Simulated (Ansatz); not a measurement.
# Hf4H3: the cost of one run

Computed with Ansatz 0.2.0 (DFT PBE, scalar-relativistic, plane waves, PAW, unless a step names another level, unless a step's input says otherwise).

## (1) Starting point

Symmetry: P-42m, No. 111, tetragonal system. The conventional cell has a = 4.597 Å, b = 4.597 Å, c = 4.690 Å, α = 90.00°, β = 90.00°, γ = 90.00°. Around Hf (site symmetry m) lie 3 H at 2.00 to 2.07 Å. Around H (site symmetry -42m) lie 4 Hf at 2.07 Å. Around H (site symmetry -42m) lie 4 Hf at 2.01 Å. H (site symmetry -42m) has 4 Hf at 2.00 Å in its first shell of neighbours.

Structure file:

```cif
data_structure
_symmetry_space_group_name_H-M 'P-42m'
_symmetry_Int_Tables_number 111
_cell_length_a 4.5974
_cell_length_b 4.5974
_cell_length_c 4.6896
_cell_angle_alpha 90.000
_cell_angle_beta 90.000
_cell_angle_gamma 90.000
_cell_volume 99.12
loop_
_atom_site_label
_atom_site_type_symbol
_atom_site_symmetry_multiplicity
_atom_site_Wyckoff_symbol
_atom_site_fract_x
_atom_site_fract_y
_atom_site_fract_z
_atom_site_occupancy
Hf1 Hf 4 n 0.25614 0.25614 0.26073 1
H1 H 1 a 0.00000 0.00000 0.00000 1
H2 H 1 c 0.00000 0.00000 0.50000 1
H3 H 1 d 0.50000 0.50000 0.00000 1
```

It came out lowest among 28 distinct ends of the trial cells. At a tolerance of 0.05 Å it has space group P-42m (No. 111).

## (2) A stricter relaxation, on the response runs' mesh and smearing

The input, input.yaml:

```yaml
crystal:
  lattice:
    - [4.5973516176, 0.0, 0.0]
    - [0.0, 4.5973516176, 0.0]
    - [0.0, 0.0, 4.6895523548]
  atoms:
    - { symbol: Hf, position: [0.256140595, 0.256140595, 0.2607295116] }
    - { symbol: Hf, position: [0.743859405, 0.743859405, 0.2607295116] }
    - { symbol: Hf, position: [0.743859405, 0.256140595, 0.7392704884] }
    - { symbol: Hf, position: [0.256140595, 0.743859405, 0.7392704884] }
    - { symbol: H, position: [0.0, 0.0, 0.0] }
    - { symbol: H, position: [0.0, 0.0, 0.5] }
    - { symbol: H, position: [0.5, 0.5, 0.0] }
basis:
  ecutwfc: 420
kpoints:
  mp_grid: { grid: [8, 8, 8] }
hamiltonian:
  xc: pbe
scf:
  occupations: { method: gaussian, width: 0.1 }
output:
  forces: true
  stress: true
  eigenvalues: true
relax:
  adjacent_minimum: "off"
  f_tol: 0.001
  max_steps: 60
  cell: { stress_tol: 0.01 }
```

Run with:

```sh
> ansatz run input.yaml --threads 3 --pin off --max-ram 7680MiB --backend cpu --events-out ev --progress --plain --runs-dir out
```

**Question.** How long does this run take on 3 threads of AMD EPYC 9R45 (Zen 5), shared host, and how much memory does it need?

About 29 s, with a peak of 0.73 GiB.
